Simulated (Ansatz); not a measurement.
# BCl2HSe, SMILES ClB(Cl)[SeH]: a short molecular-dynamics run

Program: Ansatz 0.2.0 through its Python package.

The cells in order, each with its output:

```python
import ansatz as az
from ase import Atoms
import numpy as np
```

```python
atoms = Atoms(['Cl', 'B', 'Cl', 'Se', 'H'], positions=[
    (0.1726, -0.243, 2.1133),
    (0.1284, -0.4483, 0.2746),
    (1.4412, -1.4285, -0.5295),
    (-1.233, 0.3959, -0.8615),
    (-0.4594, 1.6503, -1.0383),
])
molecule = az.Crystal.molecule_from_ase(atoms)
```

```python
setup = molecule.calculation()
setup = setup.basis(gaussian='def2-SVP').functional('hf')
symbols = [site.symbol for site in molecule.cartesian_sites]
start = np.array([site.position_ang for site in molecule.cartesian_sites], dtype=float)
r = setup.relax(force_tolerance=0.02).run().report
end = np.array(r['positions_ang'])
minimum = az.Crystal.molecule()
for symbol, place in zip(symbols, end):
    minimum = minimum.atom(symbol, place.tolist())
```

```python
# dynamics from the relaxed geometry
setup = (
    minimum.calculation()
    .basis(gaussian='def2-SVP')
    .functional('hf')
    .md('nve', timestep=0.5, steps=20, temperature=300, initial_velocities='maxwell_boltzmann', seed=92)
)
frames = []
out = setup.session().plan().execute(on_event=lambda e: frames.append(e['data']) if e['event'] == 'md_step' else None)
print('t (fs)   E_pot (eV)      E_kin (eV)   T (K)   d(0-1) (A)')
for f in frames[::2]:
    xyz = np.array(f['positions_ang'])
    print(f'{f["time_fs"]:6.2f} {f["lagrangian_ev"]:14.5f} {f["e_kin_ev"]:10.5f} {f["temperature_k"]:8.1f} {np.linalg.norm(xyz[0] - xyz[1]):9.4f}')
kept = np.array([f['conserved_ev'] for f in frames])
print(f'conserved energy moves by at most {1000 * np.ptp(kept):.3f} meV')
```

    t (fs)   E_pot (eV)      E_kin (eV)   T (K)   d(0-1) (A)
      0.00   -90984.37628    0.11633    300.0    1.7571
      1.00   -90984.36898    0.10912    281.4    1.7547
      2.00   -90984.35326    0.09363    241.5    1.7525
      3.00   -90984.34325    0.08377    216.0    1.7505
      4.00   -90984.34724    0.08764    226.0    1.7489
      5.00   -90984.35814    0.09830    253.5    1.7478
      6.00   -90984.36201    0.10208    263.2    1.7472
      7.00   -90984.35278    0.09296    239.7    1.7471
      8.00   -90984.33612    0.07647    197.2    1.7476
      9.00   -90984.32266    0.06314    162.8    1.7488
     10.00   -90984.31978    0.06025    155.4    1.7505
    conserved energy moves by at most 0.465 meV

Reading the output:
- Total energies depend on the basis set; only differences at equal settings carry meaning.
- The trajectory is only some femtoseconds long, so its temperature is not equilibrated; where the script doesn't relax first, it starts from a rough generated geometry.
- The temperature counts the internal degrees of freedom alone.
- Wall time of the script: 50 s on 1 thread of Arm Neoverse V2, on a shared host, peak memory 0.26 GiB.
